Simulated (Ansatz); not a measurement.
# BiAs: what the smearing changes

An exercise on one series of results from a longer session: the logs are not shown, and one member is left open.

Computed with Ansatz 0.2.0 (DFT, PBE, all-electron LAPW, scalar-relativistic, unless a step's input says otherwise).

1 further run of the same task is left out (set aside as unsound or not needed).

### The structure to begin with

The structure is cubic, space group Fm-3m (No. 225). The conventional cell has a = 6.033 Å, b = 6.033 Å, c = 6.033 Å, α = 90.00°, β = 90.00°, γ = 90.00°. Around Bi (site symmetry m-3m) lie 6 As at 3.02 Å. As (site symmetry m-3m) is surrounded by 6 Bi at 3.02 Å.

Structure file:

```xyz
2
Lattice="0.0000 3.0165 3.0165 3.0165 0.0000 3.0165 3.0165 3.0165 0.0000" Properties=species:S:1:pos:R:3 pbc="T T T"
Bi    0.0000    0.0000    0.0000
As    3.0165    3.0165    3.0165
```

The structure (rocksalt type) was typed from a prototype and relaxed by PAW; whether it is the ground state wasn't tested.

Atoms are numbered in the order of the input: Bi1, As2.

Set-up of the first run:

Input file input.yaml:

```yaml
crystal:
  lattice:
    - [0.0, 3.0165142405, 3.0165142405]
    - [3.0165142405, 0.0, 3.0165142405]
    - [3.0165142405, 3.0165142405, 0.0]
  atoms:
    - { symbol: Bi, position: [0.0, 0.0, 0.0] }
    - { symbol: As, position: [0.5, 0.5, 0.5] }
kpoints:
  mp_grid: { grid: [11, 11, 11] }
scf:
  occupations: { method: fermi_dirac, width: 0.28 }
hamiltonian:
  xc: pbe
  pseudopotentials: { kind: all_electron, lapw: { basis_error: 0.0005 } }
output:
  forces: true
  stress: true
  eigenvalues: true
```

Command:

```bash
> ansatz run input.yaml --threads 1 --pin off --max-ram 2048MiB --backend cpu --events-out ev --progress --plain --runs-dir out
```

Steps of the session up to this table: With Fermi–Dirac smearing of 0.28 eV; With Gaussian smearing of 0.05 eV; With Fermi–Dirac smearing of 0.15 eV; With Fermi–Dirac smearing of 0.01 eV; With tetrahedron filling.

One table of the session follows, with a row left open; its other results are not shown here.

```
                       smearing  energy from the first row (meV/atom)
Fermi–Dirac smearing of 0.28 eV                                  0.00
   Gaussian smearing of 0.05 eV                                -11.01
Fermi–Dirac smearing of 0.15 eV                                     ?
Fermi–Dirac smearing of 0.01 eV                                -11.02
            tetrahedron filling                                -11.02
```

Q: Estimate the row for Fermi–Dirac smearing of 0.15 eV from the others.

**Answer.** energy from the first row (meV/atom): -7.34. In the column «energy from the first row (meV/atom)» it lies between Gaussian smearing of 0.05 eV (-11.01) and Fermi–Dirac smearing of 0.28 eV (0.00).

Energies are those extrapolated to zero smearing.

Limits of these values: Warnings in the runs' records: tetrahedron derivatives may miss energy slope, band table not solved further.
